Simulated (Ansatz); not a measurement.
# C2H6GeO: the cost of one run

Computed with the Python package of Ansatz 0.2.0. Level of theory: MP2/def2-SVP.

## (1) The structure

Bond lengths: C1–O2 1.373 Å, O2–Ge3 1.778 Å, Ge3–C4 1.902 Å, C1–H5 1.173 Å, C1–H6 1.108 Å, C1–H7 1.088 Å, C4–H8 1.142 Å, C4–H9 1.150 Å, C4–H10 1.095 Å. Angles: C1–O2–Ge3 104.5°, O2–C1–H5 107.2°, O2–C1–H6 112.7°, O2–C1–H7 113.8°, H5–C1–H6 102.7°, H5–C1–H7 104.9°, H6–C1–H7 114.3°, O2–Ge3–C4 111.8°, Ge3–C4–H8 106.7°, Ge3–C4–H9 113.1°, Ge3–C4–H10 115.0°, H8–C4–H9 105.3°, H8–C4–H10 106.9°, H9–C4–H10 109.2°.

No structure file is read: the coordinates are typed or built in the script.

## (2) The script

Contents of tae_c2h6geo.py:

```python
# -*- coding: utf-8 -*-
"""Atomisation energy of C2H6GeO at the given geometry."""

from collections import Counter

import ansatz as az


def energy(molecule, charge=0, unpaired=0):
    calc = (
        molecule.calculation()
        .basis(gaussian="def2-SVP")
        .correlation("MP2")
    )
    if charge:
        calc = calc.charge(charge)
    if unpaired:
        calc = calc.spin("collinear", total=unpaired)
    return calc.run().report["free_energy_ev"]

GEOMETRY = """
C    -0.48230    0.74010   -1.47890
O     0.47160    1.22750   -0.62020
Ge    1.29490   -0.22240   -0.00190
C     0.47900   -0.87360    1.58810
H    -1.06270    1.66230   -1.91210
H    -1.27870    0.17460   -0.95640
H    -0.07220    0.23390   -2.35060
H    -0.59540   -1.14840    1.31640
H     0.38840   -0.07330    2.40830
H     0.94050   -1.77190    2.01020
"""

molecule = az.Crystal.molecule()
for line in GEOMETRY.strip().splitlines():
    symbol, *xyz = line.split()
    molecule = molecule.atom(symbol, [float(v) for v in xyz])

# unpaired electrons of the ground-state atoms
unpaired = {"C": 2, "O": 2, "Ge": 2, "H": 1}
counts = Counter(site.symbol for site in molecule.cartesian_sites)
atom_energy = {s: energy(az.Crystal.molecule().atom(s, (0, 0, 0)), 0, unpaired[s]) for s in counts}
whole = energy(molecule, 0, 0)
for s, e in atom_energy.items():
    print(f"{s:2s} x{counts[s]}  {e:14.5f} eV")
print(f"C2H6GeO: {whole:.5f} eV")
split = sum(counts[s] * e for s, e in atom_energy.items()) - whole
print(f"atomisation energy (no zero-point term): {96.485332 * split:.1f} kJ/mol, {split / sum(counts.values()):.3f} eV an atom")
```

## (3) The input behind the calls

The package turns the script's settings into the engine's input (first run):

```yaml
crystal:
  periodic: [false, false, false]
  atoms:
    - { symbol: C, position_ang: [0.0, 0.0, 0.0] }
basis:
  gaussian:
    orbitals: def2-SVP
magnetization:
  spin_polarized: true
  initial_magnetization: 2.0
correlation:
  method: mp2
```

## (4) Running it

On the command line:

```sh
python tae_c2h6geo.py
```

What time and memory should one allow on 1 thread of Arm Neoverse V1, shared host?

About 3.3 s, with a peak of 0.28 GiB.
